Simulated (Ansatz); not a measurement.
# BrH₂OSi+ (SMILES [OH+]=[SiH]Br): one structure at several levels

The task here is to estimate one member of a computed series from the others.

Method: single points in def2-TZVPP; program: Ansatz 0.2.0, Gaussian basis.

Cores are frozen in the correlated methods. Filled d shells of the heavier atoms are correlated.

## Starting geometry

SMILES `[OH+]=[SiH]Br`, 5 atoms, charge 1, spin multiplicity 1.

Atoms are counted from 1 here; the program's logs count them from 0.

Bond lengths: O1–Si2 1.571 Å, O1–H4 0.954 Å, Si2–Br3 2.192 Å, Si2–H5 1.476 Å. Angles: Si2–O1–H4 149.9°, O1–Si2–Br3 119.0°, O1–Si2–H5 114.0°, Br3–Si2–H5 126.4°.

As a file:

| atom | x (Å) | y (Å) | z (Å) |
| --- | --- | --- | --- |
| O1 | -0.1422 | -1.1178 | 0.2307 |
| Si2 | 0.3030 | 0.3800 | 0.0692 |
| Br3 | -1.0017 | 1.7641 | -1.0200 |
| H4 | -0.8342 | -1.7723 | 0.2820 |
| H5 | 1.6837 | 0.6482 | 0.5179 |

Set-up of the first run:

File run/in.yaml:

```yaml
crystal:
  periodic: [false, false, false]
  atoms:
    - {symbol: O, position_ang: [-0.142200, -1.117800, 0.230700]}
    - {symbol: Si, position_ang: [0.303000, 0.380000, 0.069200]}
    - {symbol: Br, position_ang: [-1.001700, 1.764100, -1.020000]}
    - {symbol: H, position_ang: [-0.834200, -1.772300, 0.282000]}
    - {symbol: H, position_ang: [1.683700, 0.648200, 0.517900]}
basis:
  gaussian: {orbitals: def2-TZVPP}
total_charge: 1
correlation: {method: ccsd_t}
output: {forces: true}
```

No record of the launch command was kept for these runs.

Steps of the session up to this table: CCSD(T)/def2-TZVPP; PBE0-D4/def2-TZVPP; wB97M-V/def2-TZVPP; r2SCAN-D4/def2-TZVPP; PBE-D4/def2-TZVPP; LC-wPBE/def2-TZVPP; wB97X-V/def2-TZVPP.

One of the session's tables, all rows but one given; the rest of the session is left out.

```
   method  RMS force component (eV/Å)  angle to CCSD(T) forces (°)
  CCSD(T)                       0.695                    reference
  PBE0-D4                       0.724                          6.3
  wB97M-V                       0.709                          4.8
r2SCAN-D4                       0.697                          4.5
   PBE-D4                       0.643                         18.2
  LC-wPBE                           ?                            ?
  wB97X-V                       0.738                          4.2
```

Estimate the missing values for LC-wPBE.

As computed: RMS force component (eV/Å): 0.817; angle to CCSD(T) forces (°): 7.1. In the column «RMS force component (eV/Å)» it is the highest.
